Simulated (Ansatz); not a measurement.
# SiGeH2+ (doublet): from Hartree-Fock to the top rungs, cc-pVTZ

One table from this session's results is given with a row withheld; the runs are named, their logs left out.

The runs use Ansatz 0.2.0, Gaussian basis; cc-pVTZ, core rule «outside noble gas», up to 19 orbitals frozen.

To be run: UHF; CCSD(T) on ROHF; CCSD(T) on UHF; BCCD(T) on ROHF; CCSDT(Q) on ROHF; CCSDT(Q) on UHF; CASSCF and MRCISD+Q, 9 electrons in 10 orbitals; CASSCF and NEVPT2, 9 electrons in 10 orbitals.

4 further runs of the same task are left out: 4 set aside as unsound or not needed.

**The system**

The geometry is a PBE0/def2-TZVP stationary point (not a proven minimum) of the parent state, kept for this charge and spin. No spin-orbit coupling is included. The filled d shell of Ge may be among the frozen orbitals whatever the setting's name suggests; the logs give the count.

4 atoms, charge 1, spin multiplicity 2.

Atoms are counted from 1 here; the program's logs count them from 0.

Bond lengths: Si1–Ge2 2.151 Å, Si1–H3 1.691 Å, Ge2–H3 1.746 Å, Ge2–H4 1.541 Å. Angles: Ge2–Si1–H3 52.4°, Si1–Ge2–H3 50.1°, Si1–Ge2–H4 159.6°, H3–Ge2–H4 109.5°, Si1–H3–Ge2 77.4°.

The first run:

in.yaml reads:

```yaml
crystal:
  periodic: [false, false, false]
  atoms:
    - {symbol: Si, position_ang: [0.000000, -0.003907, 1.566064]}
    - {symbol: Ge, position_ang: [0.000000, -0.023839, -0.584529]}
    - {symbol: H, position_ang: [0.000000, 1.326646, 0.522598]}
    - {symbol: H, position_ang: [0.000000, 0.500279, -2.034109]}
basis:
  gaussian: {orbitals: cc-pVTZ}
total_charge: 1
magnetization: {spin_polarized: true, initial_magnetization: 1}
hamiltonian: {xc: hf}
output: {orbitals: {seedname: orbitals}}
```

Launch:

```
$ ansatz run in.yaml --threads 1 --pin off --events-out ev --progress --plain --max-ram 2816MiB --backend cpu
```

Among the steps run: UHF; CCSD(T) on ROHF; CCSD(T) on UHF; BCCD(T) on ROHF; CCSDT(Q) on ROHF; CCSDT(Q) on UHF; CASSCF and MRCISD+Q, 9 electrons in 10 orbitals; CASSCF and NEVPT2, 9 electrons in 10 orbitals.

One table of the session follows, with a row left open; its other results are not shown here.

| method | from UCCSDT(Q) (meV) |
| --- | --- |
| ROHF | ? |
| UHF | +6114.5 |
| RMP2 | +1208.4 |
| UMP2 | +1225.7 |
| RCCSD | +347.1 |
| UCCSD | +342.4 |
| RCCSD(T) | +61.3 |
| UCCSD(T) | +60.4 |
| BCCD(T) | +60.5 |
| RCCSDT | +20.1 |
| UCCSDT | +18.0 |
| RCCSDT(Q) | +2.5 |
| UCCSDT(Q) | 0 |
| CASSCF valence | +3767.5 |
| NEVPT2 valence | +849.7 |
| MRCISD valence | +274.4 |
| MRCISD+Q valence | +20.7 |

**Question.** Estimate the row for ROHF.

**Answer.** from UCCSDT(Q) (meV): +6200.1. In the column «from UCCSDT(Q) (meV)» it is the highest.

Among the levels timed on like hardware and quicker than the yardstick, those that no quicker one beats, quickest first: UCCSD(T) (2.9 s, +60.4 meV); MRCISD+Q valence (7.5 s, +20.7 meV).

To keep in mind: Of the multireference levels listed MRCISD+Q valence comes nearest in total energy (+20.7 meV), which doesn't show that its space is the better one. Restricted and unrestricted rows rest on different reference determinants; where their highest levels disagree by more than a few hundredths of an eV, they describe different states and don't form one ladder.
